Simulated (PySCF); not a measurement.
# Mg9S9 ((MgS)9 cage of four- and six-membered rings): the cost of one run

Programs: PySCF 2.14.0, with routines of our own; each step states its level. All values are computed. Atoms count from 0.

## 1. The starting structure

18 atoms, charge 0, multiplicity 1; geometry from: GFN1-xTB.

## 2. Electronic excitations: TDA LDA/6-31G

What the job is given:

```
{"job": {"kind": "uv", "basis": "6-31G", "grid": 1, "kgrid": 1, "vcut": 1.5, "nstates": 10, "ntriplets": 2, "tda": true, "delta": [], "pop": false, "xc": "LDA", "scf": {"guess": "huckel"}}, "charge": 0, "multiplicity": 1}
Mg     0.001374     3.275930     0.359369
S     -2.075321     2.377178    -0.303761
Mg    -1.789824     1.330208     1.821323
S      0.000861     2.652313     2.633672
Mg     1.789660     1.328613     1.820894
S      2.077298     2.375144    -0.303269
Mg     1.789887     0.912827    -2.061249
S      0.000559     0.954645    -3.614583
Mg    -1.789503     0.914621    -2.062089
S     -2.077245    -1.449399    -1.906635
Mg    -0.000524    -1.326281    -3.017160
S      2.075581    -1.451984    -1.905618
Mg    -1.791311    -2.240460     0.238639
S     -2.077603    -0.924035     2.208668
S      2.075753    -0.926956     2.209304
Mg     1.788691    -2.242358     0.238370
S     -0.002230    -3.607469     0.980129
Mg    -0.001358    -1.948846     2.657102
```

With the program's defaults for keys left out, this is: TDA LDA/6-31G, vertical, gas phase, core orbitals frozen in the response, virtual orbitals cut by energy.

On the command line:

```bash
$ OMP_NUM_THREADS=2 python large_run.py task.json out
```

One launch serves the whole session: the jobs run in the order shown.

Q: Estimate the wall time and peak memory of this first job on 2 threads of Arm Neoverse V2, shared host.

About 13 s, with a peak of 0.59 GiB.
